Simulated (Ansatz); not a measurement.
# AlAsCl3H3: one species, many methods

How much do the methods differ for AlAsCl3H3? The plan is to run it at one geometry with functionals of several rungs and with coupled cluster. The yardstick is the atomisation energy at the CCSD(T) limit.

Computed with Ansatz 0.2.0, Gaussian basis. Level: functionals in def2-TZVPP, the program's frozen cores in correlated methods.

Levels to be run: LDA (SPW92), PBE-D4, revPBE-D4, BLYP-D4, r2SCAN-D4, B97M-V, PBE0-D4, B3LYP-D4, r2SCANh-D4, r2SCAN0-D4, HSE06-D4, BHLYP-D4, CAM-B3LYP-D4, LC-ωPBE, ωB97X-V, ωB97M-V, B2PLYP, PBE-QIDH; CCSD(T)/def2-SVP; CCSD(T)/def2-TZVPP; MP2/def2-QZVPP; extrapolation to the limit; RPA on PBE.

### Step 1. The relaxed structure

The geometry comes from an earlier relaxation with PBE0-D4 in a triple-zeta def2 set; it is a stationary point, not always the lowest conformer.

SMILES `[Cl][Al-]([Cl])([Cl])[AsH3+]`, 8 atoms, charge 0, spin multiplicity 1.

Atoms are counted from 1 here; the program's logs count them from 0.

Bond lengths: Cl1–Al2 2.104 Å, Al2–Cl3 2.104 Å, Al2–Cl4 2.104 Å, Al2–As5 2.579 Å, As5–H6 1.503 Å, As5–H7 1.503 Å, As5–H8 1.503 Å. Angles: Cl1–Al2–Cl3 117.3°, Cl1–Al2–Cl4 117.3°, Cl1–Al2–As5 99.6°, Cl3–Al2–Cl4 117.3°, Cl3–Al2–As5 99.6°, Cl4–Al2–As5 99.6°, Al2–As5–H6 118.3°, Al2–As5–H7 118.4°, Al2–As5–H8 118.4°, H6–As5–H7 99.3°, H6–As5–H8 99.3°, H7–As5–H8 99.3°.

### Step 2. LDA

This LDA is Slater exchange with PW92 correlation.

Input file in.yaml:

```yaml
crystal:
  periodic: [false, false, false]
  atoms:
    - {symbol: Cl, position_ang: [-0.039856, -1.744242, 2.099364]}
    - {symbol: Al, position_ang: [0.442613, -1.362598, 0.087511]}
    - {symbol: Cl, position_ang: [2.477725, -1.118290, -0.386254]}
    - {symbol: Cl, position_ang: [-0.792094, -2.226333, -1.380611]}
    - {symbol: As, position_ang: [-0.337002, 1.089417, -0.083516]}
    - {symbol: H, position_ang: [-1.784003, 1.398353, 0.182815]}
    - {symbol: H, position_ang: [0.299450, 2.106020, 0.822933]}
    - {symbol: H, position_ang: [-0.174632, 1.800471, -1.398142]}
basis:
  gaussian: {orbitals: def2-TZVPP}
hamiltonian: {xc: lda}
output: {orbitals: {seedname: orbitals}}
```

Run with:

```sh
ansatz run in.yaml --threads 4 --pin off --events-out ev --progress --plain --max-ram 10444MiB
```

The program printed:

```text
Functional definition: SPW92
  name "SPW92"
  cite "Dirac, Proc. Camb. Phil. Soc. 26, 376 (1930) doi:10.1017/S0305004100016108"
  cite "Slater, Phys. Rev. 81, 385 (1951) doi:10.1103/PhysRev.81.385"
  cite "Perdew & Wang, Phys. Rev. B 45, 13244 (1992) doi:10.1103/PhysRevB.45.13244"
  exchange = slater_x
  correlation = pw_c
1701 factors; their error is unknown
mean field evaluation 1: about -104820.5392 eV, gradient 3.3e1 eV
mean field evaluation 2: about -104820.0323 eV, gradient 3.9e1 eV
mean field evaluation 4: about -104822.5262 eV, gradient 2.3e0 eV
mean field evaluation 8: about -104822.5389 eV, gradient 3.8e-2 eV
mean field -104822.51073203 eV, -3852.1562181524 hartree, gradient 7.3e-5 eV, S^2 0.000000; 0 other end points of the search recorded, 0 dependent functions left out
reference -104822.51077481 eV, -3852.1562197246 hartree; 50, 50 occupied and 208, 208 virtual orbitals, 1701 factors
Total energy: -104822.51077481 eV, -3852.1562197246 hartree
```

It took 1.6 s on 4 threads of Arm Neoverse V1, shared host; peak memory 0.43 GiB.

With the free atoms at this level, -104795.790 eV in sum, the atomisation energy is 2578.2 kJ/mol. HOMO -7.40 eV, LUMO -1.70 eV.

### Step 3. PBE-D4 (GGA)

Changes to in.yaml since step 2:

```diff
@@ -13,3 +13,3 @@
   gaussian: {orbitals: def2-TZVPP}
-hamiltonian: {xc: lda}
-output: {orbitals: {seedname: orbitals}}
+hamiltonian: {xc: pbe, dispersion: d4}
+output: {forces: true, orbitals: {seedname: orbitals}}
```

Launched as before.

The program printed, shortened:

```text
Functional definition: PBE
  name "PBE"
  cite "Perdew, Burke & Ernzerhof, Phys. Rev. Lett. 77, 3865 (1996) doi:10.1103/PhysRevLett.77.3865"
  parent pbe
[...]
1701 factors; their error is unknown
[...]
mean field -105034.10732718 eV, -3859.9322495990 hartree, gradient 7.1e-5 eV, S^2 0.000000; 0 other end points of the search recorded, 0 dependent functions left out
[...]
reference -105034.10737340 eV, -3859.9322512973 hartree; 50, 50 occupied and 208, 208 virtual orbitals, 1701 factors
Total energy: -105034.41089869 eV, -3859.9434056459 hartree
Atom 0 at    -0.039856    -1.744242     2.099364 Å, force    -0.056260    -0.035896     0.224705 eV/Å
Atom 1 at     0.442613    -1.362598     0.087511 Å, force    -0.006168     0.019244    -0.001347 eV/Å
Atom 2 at     2.477725    -1.118290    -0.386254 Å, force     0.225579     0.034441    -0.053439 eV/Å
Atom 3 at    -0.792094    -2.226333    -1.380611 Å, force    -0.140388    -0.089795    -0.164857 eV/Å
Atom 4 at    -0.337002     1.089417    -0.083516 Å, force     0.105616    -0.331523     0.023050 eV/Å
Atom 5 at    -1.784003     1.398353     0.182815 Å, force    -0.211805     0.083763     0.033842 eV/Å
Atom 6 at     0.299450     2.106020     0.822933 Å, force     0.074315     0.180897     0.121533 eV/Å
Atom 7 at    -0.174632     1.800471    -1.398142 Å, force     0.009111     0.138869    -0.183488 eV/Å
Dipole moment:    -0.327422     1.029993    -0.071873 e Å
```

Wall time 3.6 s (4 threads of Arm Neoverse V1, shared host); peak memory 0.44 GiB.

With the free atoms at this level, -105010.699 eV in sum, the atomisation energy is 2287.8 kJ/mol. HOMO -7.26 eV, LUMO -1.53 eV.

### Step 4. revPBE-D4 (GGA)

Changes to in.yaml since step 3:

```diff
@@ -13,3 +13,3 @@
   gaussian: {orbitals: def2-TZVPP}
-hamiltonian: {xc: pbe, dispersion: d4}
-output: {forces: true, orbitals: {seedname: orbitals}}
+hamiltonian: {xc: {name: revPBE}, dispersion: d4}
+output: {orbitals: {seedname: orbitals}}
```

The command is unchanged.

The program printed:

```text
Functional definition: revPBE
  name "revPBE"
  cite "Zhang & Yang, Phys. Rev. Lett. 80, 890 (1998) doi:10.1103/PhysRevLett.80.890"
  cite "Perdew, Burke & Ernzerhof, Phys. Rev. Lett. 77, 3865 (1996) doi:10.1103/PhysRevLett.77.3865"
  parameter kappa = 1.245
  parameter beta = 0.06672455060314922
  exchange = pbe_x(kappa = kappa, mu = beta*pi^2/3)
  correlation = pbe_c(beta = beta)
1701 factors; their error is unknown
mean field evaluation 1: about -105047.3138 eV, gradient 3.1e1 eV
mean field evaluation 2: about -105046.8525 eV, gradient 3.7e1 eV
mean field evaluation 4: about -105049.1720 eV, gradient 2.5e0 eV
mean field evaluation 8: about -105049.1869 eV, gradient 3.9e-2 eV
mean field evaluation 16: about -105049.1584 eV, gradient 3.0e-5 eV
mean field -105049.15841607 eV, -3860.4853669136 hartree, gradient 3.0e-5 eV, S^2 0.000000; 0 other end points of the search recorded, 0 dependent functions left out
reference -105049.15847387 eV, -3860.4853690376 hartree; 50, 50 occupied and 208, 208 virtual orbitals, 1701 factors
Total energy: -105049.84439818 eV, -3860.5105762911 hartree
```

Run time: 3.1 s. Hardware: 4 threads of Arm Neoverse V1, shared host; peak memory 0.43 GiB.

Atomisation energy: 2236.4 kJ/mol (free atoms -105026.666 eV, run apart). HOMO -7.21 eV, LUMO -1.45 eV.

### Step 5. BLYP-D4 (GGA)

Changes to in.yaml since step 4:

```diff
@@ -13,3 +13,3 @@
   gaussian: {orbitals: def2-TZVPP}
-hamiltonian: {xc: {name: revPBE}, dispersion: d4}
+hamiltonian: {xc: {name: BLYP}, dispersion: d4}
 output: {orbitals: {seedname: orbitals}}
```

Same command.

The program printed:

```text
Functional definition: BLYP
  name "BLYP"
  cite "Becke, Phys. Rev. A 38, 3098 (1988) doi:10.1103/PhysRevA.38.3098"
  cite "Lee, Yang & Parr, Phys. Rev. B 37, 785 (1988) doi:10.1103/PhysRevB.37.785"
  parameter beta = 0.0042
  parameter a = 0.04918
  parameter b = 0.132
  parameter c = 0.2533
  parameter d = 0.349
  exchange = b88_x(beta = beta)
  correlation = lyp_c(a = a, b = b, c = c, d = d)
1701 factors; their error is unknown
mean field evaluation 1: about -105061.0711 eV, gradient 3.4e1 eV
mean field evaluation 2: about -105060.1338 eV, gradient 4.3e1 eV
mean field evaluation 4: about -105063.3259 eV, gradient 2.7e0 eV
mean field evaluation 8: about -105063.3445 eV, gradient 4.0e-2 eV
mean field evaluation 16: about -105063.3160 eV, gradient 2.8e-5 eV
mean field -105063.31603048 eV, -3861.0056496469 hartree, gradient 2.8e-5 eV, S^2 0.000000; 0 other end points of the search recorded, 0 dependent functions left out
reference -105063.31645650 eV, -3861.0056653026 hartree; 50, 50 occupied and 208, 208 virtual orbitals, 1701 factors
Total energy: -105063.94649988 eV, -3861.0288189698 hartree
```

Run time: 3.1 s. Hardware: 4 threads of Arm Neoverse V1, shared host; peak memory 0.44 GiB.

With the free atoms at this level, -105040.713 eV in sum, the atomisation energy is 2241.7 kJ/mol. HOMO -7.09 eV, LUMO -1.40 eV.

### Step 6. r2SCAN-D4 (meta-GGA)

Changes to in.yaml since step 5:

```diff
@@ -13,3 +13,3 @@
   gaussian: {orbitals: def2-TZVPP}
-hamiltonian: {xc: {name: BLYP}, dispersion: d4}
-output: {orbitals: {seedname: orbitals}}
+hamiltonian: {xc: r2scan, dispersion: d4}
+output: {forces: true, orbitals: {seedname: orbitals}}
```

Same command.

The program printed, shortened:

```text
Functional definition: r2SCAN
  name "r2SCAN"
  cite "Furness, Kaplan, Ning, Perdew & Sun, J. Phys. Chem. Lett. 11, 8208 (2020) doi:10.1021/acs.jpclett.0c02405"
  cite "Furness, Kaplan, Ning, Perdew & Sun, J. Phys. Chem. Lett. 11, 9248 (2020) doi:10.1021/acs.jpclett.0c03077"
  parent r2scan
[...]
1701 factors; their error is unknown
[...]
mean field -105059.31651761 eV, -3860.8586702599 hartree, gradient 4.1e-5 eV, S^2 0.000000; 0 other end points of the search recorded, 0 dependent functions left out
[...]
reference -105059.31652986 eV, -3860.8586707098 hartree; 50, 50 occupied and 208, 208 virtual orbitals, 1701 factors
Total energy: -105059.38879653 eV, -3860.8613264612 hartree
Atom 0 at    -0.039856    -1.744242     2.099364 Å, force    -0.009014    -0.016643     0.047879 eV/Å
Atom 1 at     0.442613    -1.362598     0.087511 Å, force    -0.006546     0.020767    -0.001877 eV/Å
Atom 2 at     2.477725    -1.118290    -0.386254 Å, force     0.049972    -0.001619    -0.010385 eV/Å
Atom 3 at    -0.792094    -2.226333    -1.380611 Å, force    -0.026530    -0.027776    -0.033788 eV/Å
Atom 4 at    -0.337002     1.089417    -0.083516 Å, force    -0.000525     0.002085    -0.000256 eV/Å
Atom 5 at    -1.784003     1.398353     0.182815 Å, force     0.036328     0.019424    -0.010239 eV/Å
Atom 6 at     0.299450     2.106020     0.822933 Å, force    -0.029254    -0.002899    -0.030622 eV/Å
Atom 7 at    -0.174632     1.800471    -1.398142 Å, force    -0.014431     0.006661     0.039287 eV/Å
Dipole moment:    -0.339219     1.067111    -0.074462 e Å
```

Wall time 8 s (4 threads of Arm Neoverse V1, shared host); peak memory 0.46 GiB.

With the free atoms at this level, -105035.422 eV in sum, the atomisation energy is 2312.4 kJ/mol. HOMO -7.63 eV, LUMO -1.31 eV.

### Step 7. B97M-V (meta-GGA)

Changes to in.yaml since step 6:

```diff
@@ -13,3 +13,3 @@
   gaussian: {orbitals: def2-TZVPP}
-hamiltonian: {xc: r2scan, dispersion: d4}
-output: {forces: true, orbitals: {seedname: orbitals}}
+hamiltonian: {xc: {name: B97M-V}}
+output: {orbitals: {seedname: orbitals}}
```

Launched as before.

The program printed, shortened:

```text
Functional definition: B97M-V
  name "B97M-V"
  cite "Mardirossian & Head-Gordon, J. Chem. Phys. 142, 074111 (2015) doi:10.1063/1.4907719"
  cite "Becke, J. Chem. Phys. 107, 8554 (1997) doi:10.1063/1.475007"
  cite "Vydrov & Van Voorhis, J. Chem. Phys. 133, 244103 (2010) doi:10.1063/1.3521275"
  # Of w^i u^j: cxij and so on, Table III.
[...]
  gx(w, u) = cx00 + cx01*u + cx02*u^2 + (cx10 + cx11*u)*w
  gss(w, u) = css00 + css02*u^2 + css10*w + (css32*w^3 + css42*w^4)*u^2
  gos(w, u) = cos00 + cos01*u + cos03*u^3 + cos10*w + cos32*w^3*u^2
[...]
      + integral(e_c_pw_mod_opposite_spin*gos(b97_w_opposite, b97_u_opposite)) + vv10(b, c)
1701 factors; their error is unknown
[...]
mean field -105040.24870376 eV, -3860.1579410254 hartree, gradient 9.0e-6 eV, S^2 0.000000; 0 other end points of the search recorded, 0 dependent functions left out
reference -105040.24876780 eV, -3860.1579433788 hartree; 50, 50 occupied and 208, 208 virtual orbitals, 1701 factors
Total energy: -105040.24876780 eV, -3860.1579433788 hartree
```

Run time: 16 s. Hardware: 4 threads of Arm Neoverse V1, shared host; peak memory 0.53 GiB.

Atomisation energy: 2339.6 kJ/mol (free atoms -105016.000 eV, run apart). HOMO -7.72 eV, LUMO -1.39 eV.

### Step 8. PBE0-D4 (hybrid)

Changes to in.yaml since step 7:

```diff
@@ -13,3 +13,3 @@
   gaussian: {orbitals: def2-TZVPP}
-hamiltonian: {xc: {name: B97M-V}}
+hamiltonian: {xc: pbe0, dispersion: d4}
 output: {orbitals: {seedname: orbitals}}
```

Launched as before.

The program printed:

```text
Functional definition: PBE0
  name "PBE0"
  cite "Adamo & Barone, J. Chem. Phys. 110, 6158 (1999) doi:10.1063/1.478522"
  cite "Perdew, Burke & Ernzerhof, Phys. Rev. Lett. 77, 3865 (1996) doi:10.1103/PhysRevLett.77.3865"
  parent pbe
  parameter a = 0.25
  parameter kappa = 0.804
  parameter beta = 0.06672455060314922
  exchange = (1 - a)*pbe_x(kappa = kappa, mu = beta*pi^2/3) + a*exact_x
  correlation = pbe_c(beta = beta)
1875 factors; their error is unknown
mean field evaluation 1: about -105038.1906 eV, gradient 2.4e1 eV
mean field evaluation 2: about -105038.4398 eV, gradient 2.4e1 eV
mean field evaluation 4: about -105039.3881 eV, gradient 1.3e0 eV
mean field evaluation 8: about -105039.3922 eV, gradient 1.1e-2 eV
mean field -105039.74430005 eV, -3860.1394045310 hartree, gradient 6.3e-5 eV, S^2 0.000000; 0 other end points of the search recorded, 0 dependent functions left out
reference -105039.74433410 eV, -3860.1394057824 hartree; 50, 50 occupied and 208, 208 virtual orbitals, 1875 factors
Total energy: -105040.01022241 eV, -3860.1491769975 hartree
```

It took 6.5 s on 4 threads of Arm Neoverse V1, shared host; peak memory 1.2 GiB.

With the free atoms at this level, -105016.452 eV in sum, the atomisation energy is 2273.1 kJ/mol. HOMO -8.66 eV, LUMO -0.70 eV.

### Step 9. B3LYP-D4 (hybrid)

B3LYP here takes the VWN-RPA correlation.

Changes to in.yaml since step 8:

```diff
@@ -13,3 +13,3 @@
   gaussian: {orbitals: def2-TZVPP}
-hamiltonian: {xc: pbe0, dispersion: d4}
-output: {orbitals: {seedname: orbitals}}
+hamiltonian: {xc: {name: B3LYP}, dispersion: d4}
+output: {forces: true, orbitals: {seedname: orbitals}}
```

The command is unchanged.

The program printed, shortened:

```text
Functional definition: B3LYP
  name "B3LYP"
  cite "Stephens, Devlin, Chabalowski & Frisch, J. Phys. Chem. 98, 11623 (1994) doi:10.1021/j100096a001"
  cite "Becke, Phys. Rev. A 38, 3098 (1988) doi:10.1103/PhysRevA.38.3098"
  cite "Lee, Yang & Parr, Phys. Rev. B 37, 785 (1988) doi:10.1103/PhysRevB.37.785"
  cite "Vosko, Wilk & Nusair, Can. J. Phys. 58, 1200 (1980) doi:10.1139/p80-159"
[...]
1825 factors; their error is unknown
[...]
mean field -105065.54624829 eV, -3861.0876086395 hartree, gradient 8.2e-5 eV, S^2 0.000000; 0 other end points of the search recorded, 0 dependent functions left out
[...]
reference -105065.54656360 eV, -3861.0876202269 hartree; 50, 50 occupied and 208, 208 virtual orbitals, 1825 factors
Total energy: -105066.04439099 eV, -3861.1059150462 hartree
Atom 0 at    -0.039856    -1.744242     2.099364 Å, force    -0.028909    -0.029959     0.128154 eV/Å
Atom 1 at     0.442613    -1.362598     0.087511 Å, force     0.010968    -0.034748     0.002468 eV/Å
Atom 2 at     2.477725    -1.118290    -0.386254 Å, force     0.131100     0.010119    -0.029608 eV/Å
Atom 3 at    -0.792094    -2.226333    -1.380611 Å, force    -0.076699    -0.060564    -0.092944 eV/Å
Atom 4 at    -0.337002     1.089417    -0.083516 Å, force    -0.011939     0.037960    -0.002694 eV/Å
Atom 5 at    -1.784003     1.398353     0.182815 Å, force    -0.025643     0.020541     0.002813 eV/Å
Atom 6 at     0.299450     2.106020     0.822933 Å, force     0.003980     0.030530     0.011683 eV/Å
Atom 7 at    -0.174632     1.800471    -1.398142 Å, force    -0.002858     0.026119    -0.019873 eV/Å
Dipole moment:    -0.332506     1.046027    -0.072993 e Å
```

It took 9.5 s on 4 threads of Arm Neoverse V1, shared host; peak memory 1.1 GiB.

Atomisation energy: 2263.4 kJ/mol (free atoms -105042.586 eV, run apart). HOMO -8.38 eV, LUMO -0.90 eV.

### Step 10. r2SCANh-D4 (hybrid)

Changes to in.yaml since step 9:

```diff
@@ -13,3 +13,3 @@
   gaussian: {orbitals: def2-TZVPP}
-hamiltonian: {xc: {name: B3LYP}, dispersion: d4}
-output: {forces: true, orbitals: {seedname: orbitals}}
+hamiltonian: {xc: {name: r2SCANh}, dispersion: d4}
+output: {orbitals: {seedname: orbitals}}
```

The command is unchanged.

The program printed, shortened:

```text
Functional definition: r2SCANh
  name "r2SCANh"
  cite "Bursch, Neugebauer, Ehlert & Grimme, J. Chem. Phys. 156, 134105 (2022) doi:10.1063/5.0086040"
  cite "Furness, Kaplan, Ning, Perdew & Sun, J. Phys. Chem. Lett. 11, 8208 (2020) doi:10.1021/acs.jpclett.0c02405"
  cite "Furness, Kaplan, Ning, Perdew & Sun, J. Phys. Chem. Lett. 11, 9248 (2020) doi:10.1021/acs.jpclett.0c03077"
  parent r2scan
[...]
1713 factors; their error is unknown
[...]
mean field -105059.02126735 eV, -3860.8478200127 hartree, gradient 7.3e-5 eV, S^2 0.000000; 0 other end points of the search recorded, 0 dependent functions left out
reference -105059.02127855 eV, -3860.8478204245 hartree; 50, 50 occupied and 208, 208 virtual orbitals, 1713 factors
Total energy: -105059.10152432 eV, -3860.8507694020 hartree
```

It took 11 s on 4 threads of Arm Neoverse V1, shared host; peak memory 1.1 GiB.

Atomisation energy: 2299.3 kJ/mol (free atoms -105035.271 eV, run apart). HOMO -8.14 eV, LUMO -1.01 eV.

### Step 11. r2SCAN0-D4 (hybrid)

Changes to in.yaml since step 10:

```diff
@@ -13,3 +13,3 @@
   gaussian: {orbitals: def2-TZVPP}
-hamiltonian: {xc: {name: r2SCANh}, dispersion: d4}
+hamiltonian: {xc: {name: r2SCAN0}, dispersion: d4}
 output: {orbitals: {seedname: orbitals}}
```

Same command.

The program printed, shortened:

```text
Functional definition: r2SCAN0
  name "r2SCAN0"
  cite "Bursch, Neugebauer, Ehlert & Grimme, J. Chem. Phys. 156, 134105 (2022) doi:10.1063/5.0086040"
  cite "Furness, Kaplan, Ning, Perdew & Sun, J. Phys. Chem. Lett. 11, 8208 (2020) doi:10.1021/acs.jpclett.0c02405"
  cite "Furness, Kaplan, Ning, Perdew & Sun, J. Phys. Chem. Lett. 11, 9248 (2020) doi:10.1021/acs.jpclett.0c03077"
  parent r2scan
[...]
1875 factors; their error is unknown
[...]
mean field -105058.61670471 eV, -3860.8329526100 hartree, gradient 2.8e-5 eV, S^2 0.000000; 0 other end points of the search recorded, 0 dependent functions left out
reference -105058.61671438 eV, -3860.8329529652 hartree; 50, 50 occupied and 208, 208 virtual orbitals, 1875 factors
Total energy: -105058.70681869 eV, -3860.8362642379 hartree
```

Run time: 11 s. Hardware: 4 threads of Arm Neoverse V1, shared host; peak memory 1.2 GiB.

With the free atoms at this level, -105035.069 eV in sum, the atomisation energy is 2280.7 kJ/mol. HOMO -8.91 eV, LUMO -0.56 eV.

### Step 12. HSE06-D4 (hybrid)

HSE06 is the plane-wave form, built on full-range PBE exchange.

Changes to in.yaml since step 11:

```diff
@@ -13,3 +13,3 @@
   gaussian: {orbitals: def2-TZVPP}
-hamiltonian: {xc: {name: r2SCAN0}, dispersion: d4}
+hamiltonian: {xc: hse06, dispersion: d4}
 output: {orbitals: {seedname: orbitals}}
```

Same command.

The program printed, shortened:

```text
Functional definition: HSE06
  name "HSE06"
  cite "Heyd, Scuseria & Ernzerhof, J. Chem. Phys. 118, 8207 (2003) doi:10.1063/1.1564060"
  cite "Krukau, Vydrov, Izmaylov & Scuseria, J. Chem. Phys. 125, 224106 (2006) doi:10.1063/1.2404663"
  cite "Heyd & Scuseria, J. Chem. Phys. 120, 7274 (2004) doi:10.1063/1.1668634"
  cite "Ernzerhof & Perdew, J. Chem. Phys. 109, 3313 (1998) doi:10.1063/1.476928"
  cite "Perdew, Burke & Ernzerhof, Phys. Rev. Lett. 77, 3865 (1996) doi:10.1103/PhysRevLett.77.3865"
  parent pbe
[...]
  # The whole range is PBE's own exchange, as in plane waves. The composition of these papers is wPBEh.
[...]
1875 factors; their error is unknown
107 factors; integrals over basis functions are off by at most 8.2e-7 eV
[...]
mean field -105038.99337280 eV, -3860.1118084636 hartree, gradient 2.9e-5 eV, S^2 0.000000; 0 other end points of the search recorded, 0 dependent functions left out
reference -105038.99341820 eV, -3860.1118101319 hartree; 50, 50 occupied and 208, 208 virtual orbitals, 1875 factors
Total energy: -105039.24765798 eV, -3860.1211532716 hartree
```

Wall time 7 s (4 threads of Arm Neoverse V1, shared host); peak memory 1.2 GiB.

Atomisation energy: 2272.6 kJ/mol (free atoms -105015.694 eV, run apart). HOMO -8.26 eV, LUMO -1.08 eV.

### Step 13. BHLYP-D4 (hybrid)

Changes to in.yaml since step 12:

```diff
@@ -13,3 +13,3 @@
   gaussian: {orbitals: def2-TZVPP}
-hamiltonian: {xc: hse06, dispersion: d4}
+hamiltonian: {xc: {name: BHLYP}, dispersion: d4}
 output: {orbitals: {seedname: orbitals}}
```

The command is unchanged.

The program printed:

```text
Functional definition: BHLYP
  name "BHLYP"
  cite "Becke, J. Chem. Phys. 98, 1372 (1993) doi:10.1063/1.464304"
  cite "Becke, Phys. Rev. A 38, 3098 (1988) doi:10.1103/PhysRevA.38.3098"
  cite "Lee, Yang & Parr, Phys. Rev. B 37, 785 (1988) doi:10.1103/PhysRevB.37.785"
  parameter a = 0.5
  exchange = (1 - a)*b88_x + a*exact_x
  correlation = lyp_c
1972 factors; their error is unknown
mean field evaluation 1: about -105060.2796 eV, gradient 2.3e1 eV
mean field evaluation 2: about -105060.9521 eV, gradient 1.9e1 eV
mean field evaluation 4: about -105061.5386 eV, gradient 9.8e-1 eV
mean field evaluation 8: about -105062.2728 eV, gradient 7.8e-1 eV
mean field evaluation 16: about -105062.2732 eV, gradient 2.7e-5 eV
mean field -105062.27315045 eV, -3860.9673245126 hartree, gradient 2.7e-5 eV, S^2 0.000000; 0 other end points of the search recorded, 0 dependent functions left out
reference -105062.27336413 eV, -3860.9673323650 hartree; 50, 50 occupied and 208, 208 virtual orbitals, 1972 factors
Total energy: -105062.73081288 eV, -3860.9841432967 hartree
```

Wall time 7 s (4 threads of Arm Neoverse V1, shared host); peak memory 1.2 GiB.

With the free atoms at this level, -105039.572 eV in sum, the atomisation energy is 2234.5 kJ/mol. HOMO -9.90 eV, LUMO 0.23 eV.

(Part 1 of 2 ends here.)
